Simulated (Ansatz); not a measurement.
# TeH4N+: one structure at several levels

A test off equilibrium: a structure displaced at random from a GFN2-xTB minimum is computed at several levels, and each is set against CCSD(T).

The runs use Ansatz 0.2.0, Gaussian basis; single points in def2-TZVPP.

Cores are frozen in the correlated methods. Filled d shells of the heavier atoms are correlated. Core potentials replace the inner electrons past krypton, and spin-orbit coupling is left out.

### 1 The starting structure

6 atoms, charge 1, spin multiplicity 1.

Atoms are counted from 1 here; the program's logs count them from 0.

Bond lengths: N1–H3 0.964 Å, N1–H4 1.080 Å, N1–H5 1.033 Å, Te2–H6 1.622 Å. Angles: H3–N1–H4 120.7°, H3–N1–H5 123.1°, H4–N1–H5 98.4°.

Coordinates:

```xyz
6
charge 1, multiplicity 1
N     0.0255   -0.3434   -0.5179
Te    0.3488    0.4007    1.7003
H     0.4887    0.2477   -1.1216
H    -1.0434   -0.4819   -0.5936
H     0.2952   -1.3301   -0.3759
H    -0.5089    1.6024    1.0284
```

### 2 CCSD(T)/def2-TZVPP

run/in.yaml reads:

```yaml
crystal:
  periodic: [false, false, false]
  atoms:
    - {symbol: N, position_ang: [0.025500, -0.343400, -0.517900]}
    - {symbol: Te, position_ang: [0.348800, 0.400700, 1.700300]}
    - {symbol: H, position_ang: [0.488700, 0.247700, -1.121600]}
    - {symbol: H, position_ang: [-1.043400, -0.481900, -0.593600]}
    - {symbol: H, position_ang: [0.295200, -1.330100, -0.375900]}
    - {symbol: H, position_ang: [-0.508900, 1.602400, 1.028400]}
basis:
  gaussian: {orbitals: def2-TZVPP}
total_charge: 1
correlation: {method: ccsd_t}
output: {forces: true}
```

The command line of these runs was not kept.

### 3 PBE0-D4/def2-TZVPP

run/in.yaml, as its differences from that of step 2:

```diff
@@ -12,3 +12,3 @@
 total_charge: 1
-correlation: {method: ccsd_t}
-output: {forces: true}
+hamiltonian: {xc: pbe0, dispersion: d4}
+output: {forces: true, orbitals: {seedname: orbitals}}
```

### 4 wB97M-V/def2-TZVPP

run/in.yaml, as its differences from that of step 3:

```diff
@@ -12,3 +12,3 @@
 total_charge: 1
-hamiltonian: {xc: pbe0, dispersion: d4}
-output: {forces: true, orbitals: {seedname: orbitals}}
+hamiltonian: {xc: {name: wB97M-V}}
+output: {forces: true}
```

### 5 r2SCAN-D4/def2-TZVPP

run/in.yaml, as its differences from that of step 4:

```diff
@@ -12,3 +12,3 @@
 total_charge: 1
-hamiltonian: {xc: {name: wB97M-V}}
+hamiltonian: {xc: r2scan, dispersion: d4}
 output: {forces: true}
```

### 6 PBE-D4/def2-TZVPP

run/in.yaml, as its differences from that of step 5:

```diff
@@ -12,3 +12,3 @@
 total_charge: 1
-hamiltonian: {xc: r2scan, dispersion: d4}
+hamiltonian: {xc: pbe, dispersion: d4}
 output: {forces: true}
```

### 7 B97M-V/def2-TZVPP

run/in.yaml, as its differences from that of step 6:

```diff
@@ -12,3 +12,3 @@
 total_charge: 1
-hamiltonian: {xc: pbe, dispersion: d4}
+hamiltonian: {xc: {name: B97M-V}}
 output: {forces: true}
```

### 8 BLYP-D4/def2-TZVPP

run/in.yaml, as its differences from that of step 7:

```diff
@@ -12,3 +12,3 @@
 total_charge: 1
-hamiltonian: {xc: {name: B97M-V}}
+hamiltonian: {xc: {name: BLYP}, dispersion: d4}
 output: {forces: true}
```

(Steps that only read results are left out.)

Before running it: what results should come out? Wanted: energy less free atoms, CCSD(T)/def2-TZVPP; RMS force component; RMS force error; HOMO and LUMO, PBE0-D4; T1 diagnostic.

**Answer**, as computed:

| quantity | value |
| --- | --- |
| energy less free atoms, CCSD(T)/def2-TZVPP | -793.9 kJ/mol |
| RMS force component | 1.816 to 1.917 eV/Å over the methods |
| RMS force error | PBE0-D4 0.065, wB97M-V 0.031, r2SCAN-D4 0.090, PBE-D4 0.229, B97M-V 0.159, BLYP-D4 0.281 eV/Å |
| HOMO and LUMO, PBE0-D4 | -12.15 and -8.80 eV |
| T1 diagnostic | 0.012 |

What this shows: Against CCSD(T) the functionals' energies less atoms differ by -87.7 to -25.2 kJ/mol, PBE-D4 by -83.6 kJ/mol. A larger basis would deepen the CCSD(T) value, while the functionals are nearly converged already, so the order here is not reliable. On forces the order runs from wB97M-V to BLYP-D4. Frozen-core CCSD(T) forces in triple zeta carry basis errors of their own, and this is one geometry, so small gaps rank nothing. The restricted Hartree–Fock reference is unstable towards an unrestricted one at one or more of these structures.
